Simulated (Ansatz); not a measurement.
Write the native input for Ansatz 0.2.0 that does the following.

| Property | Result |
| --- | --- |
| Task | single point |
| Functional | PBEsol |
| Potentials or basis | all-electron LAPW, scalar-relativistic |
| Cutoff | 247 eV (chosen from the basis error) |
| Basis error allowed | 0.001 eV/atom |
| k mesh | 7 × 7 × 4 |
| Occupations | fermi-dirac, width 0.05 eV |
| Spin | collinear spin, ferromagnetic start |
| Starting moments | [0.0, 0.0, 4.0, 4.0, 0.0] μB |

The system is CaMn2Bi2.

```
CELL_PARAMETERS angstrom
4.62638 0.00000 0.00000
-2.31319 4.00656 0.00000
0.00000 0.00000 7.72879
ATOMIC_POSITIONS crystal
Bi 0.32854 0.67033 0.75079
Bi 0.66296 0.33963 0.24998
Mn 0.34332 0.67461 0.37869
Mn 0.67140 0.35009 0.62103
Ca 0.00092 0.99261 0.99696
```

The cell is a database's computed one.

The cell isn't the ideal one: atoms moved at random, drawn with an rms of 0.05 Å.

One way to write it, as run:

input.yaml

```yaml
crystal:
  lattice:
    - [4.6263818529, 0.0, 0.0]
    - [-2.3131909265, 4.0065642123, 0.0]
    - [0.0, 0.0, 7.728792]
  atoms:
    - { symbol: Bi, position: [0.328543, 0.670329, 0.75079] }
    - { symbol: Bi, position: [0.662958, 0.339634, 0.24998] }
    - { symbol: Mn, position: [0.343318, 0.674615, 0.378694], spin: 4.0 }
    - { symbol: Mn, position: [0.671397, 0.350095, 0.621025], spin: 4.0 }
    - { symbol: Ca, position: [0.000923, -0.007394, -0.003037] }
kpoints:
  mp_grid: { grid: [7, 7, 4] }
scf:
  occupations: { method: fermi_dirac, width: 0.05 }
hamiltonian:
  xc: pbesol
  pseudopotentials: { kind: all_electron, lapw: { basis_error: 0.001 } }
magnetization:
  spin_polarized: true
output:
  forces: true
  stress: true
  eigenvalues: true
  populations: true
```

Potentials or basis: all-electron LAPW, scalar-relativistic.

Command:

```console
$ ansatz run input.yaml --threads 4 --pin off --max-ram 14336MiB --backend cpu --events-out ev --progress --plain --runs-dir out
```

It gave:

```
Pressure               : -3.5 GPa
Largest force          : 0.516 eV/Å
Band gap on the k mesh : none (metal or under the smearing width)
Net moment             : 0.00 μB per cell
Absolute moment        : 9.01 μB per cell
Site moments           : Bi -0.01, +0.00; Mn +4.16, -4.16; Ca -0.00 μB
Loewdin charges        : Bi -1.30, -1.28; Mn +0.82; Ca +1.55 e
```

Caveat: the atomic charges don't sum to the cell's charge; spin-orbit coupling is left out, which moves the levels of the heavy elements; the starting moments weren't kept.

Run time: 19 min on 4 threads of AMD EPYC (Zen 3), on a shared host, peak memory 2.7 GiB.
